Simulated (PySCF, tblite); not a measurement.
**C₇H₃N₃: geometry, infrared bands and NMR shifts**

Aim: predict the infrared bands and NMR shifts of C₇H₃N₃ (`C#Cc1cc(C#N)cnn1`).

Programs: tblite 0.8.0 and PySCF 2.14.0, with density-fitted response routines of our own. Each step states its level of theory. These are calculated values for one molecule in the gas phase, unless marked as measured. Atoms are numbered from 0 throughout.

## (1) The molecule as given

13 atoms, charge 0, multiplicity 1; geometry from: force field or distance geometry start.

Bonds of the start (Å): C0–C1 1.22, C1–C2 1.43, C2–C3 1.41, C3–C4 1.39, C4–C5 1.43, C5–N6 1.17, C4–C7 1.38, C7–N8 1.35, N8–N9 1.31, N9–C2 1.35, C0–H10 1.07, C3–H11 1.06, C7–H12 1.10.

## (2) Geometry optimisation with GFN2-xTB

The job: settings as JSON, then the geometry in Å.

```
{"job": {"kind": "relax", "xc": "GFN2-xTB", "basis": "xTB"}, "charge": 0, "multiplicity": 1}
C      3.474000    -0.161300    -0.351200
C      2.286400    -0.275200    -0.098800
C      0.903600    -0.410000     0.239000
C      0.021600     0.459800    -0.434900
C     -1.318500     0.306100    -0.086400
C     -2.249500     1.167800    -0.752000
N     -3.019600     1.874500    -1.281000
C     -1.740000    -0.623000     0.836800
N     -0.845300    -1.434800     1.441500
N      0.419600    -1.297400     1.130500
H      4.508700    -0.064300    -0.599300
H      0.364200     1.168200    -1.139100
H     -2.809500    -0.710000     1.077200
```

Command:

```bash
$ OMP_NUM_THREADS=1 python probes_run.py task.json out
```

The driver reads the jobs from task.json and runs them one after another.

**Question.** This job is followed by: GFN2-xTB harmonic vibrations, gas phase; GIAO PBE0/pcSseg-1 NMR shielding, non-relativistic, gas phase. What will the session give for the following? strongest single infrared mode (GFN2-xTB); zero-point energy (GFN2-xTB); ¹³C shifts against TMS (PBE0/pcSseg-1); ¹H shifts against TMS (PBE0/pcSseg-1); ¹⁵N shifts against NH3 (PBE0/pcSseg-1).

**Answer**, as computed:

```
                                 quantity                                              value
strongest single infrared mode (GFN2-xTB)                              2377 cm⁻¹, 156 km/mol
             zero-point energy (GFN2-xTB)                                      50.4 kcal/mol
   ¹³C shifts against TMS (PBE0/pcSseg-1)  151.8, 151.0, 138.3, 121.1, 115.1, 96.0, 85.2 ppm
    ¹H shifts against TMS (PBE0/pcSseg-1)                               9.54, 7.75, 3.36 ppm
   ¹⁵N shifts against NH3 (PBE0/pcSseg-1)                            497.3, 471.7, 335.1 ppm
```

**Reading.** Relaxing lowered the energy by 0.289 eV in 38 steps; the close pair that moved most is C7–N8, from 1.351 to 1.314 Å. All 33 modes are real, so the xTB geometry is a minimum. The strongest single mode, at 2377 cm⁻¹, moves mainly C5 and N6. Unscaled tight-binding wavenumbers are off by several per cent, some by more. Its intensities can rank the bands wrongly. At PBE0/pcSseg-1: Shielding is most anisotropic at N9 (span 992 ppm, paramagnetic term -548 ppm). NICS(1)zz of -26 ppm above the planar ring from C2 marks a diatropic (aromatic) ring current.
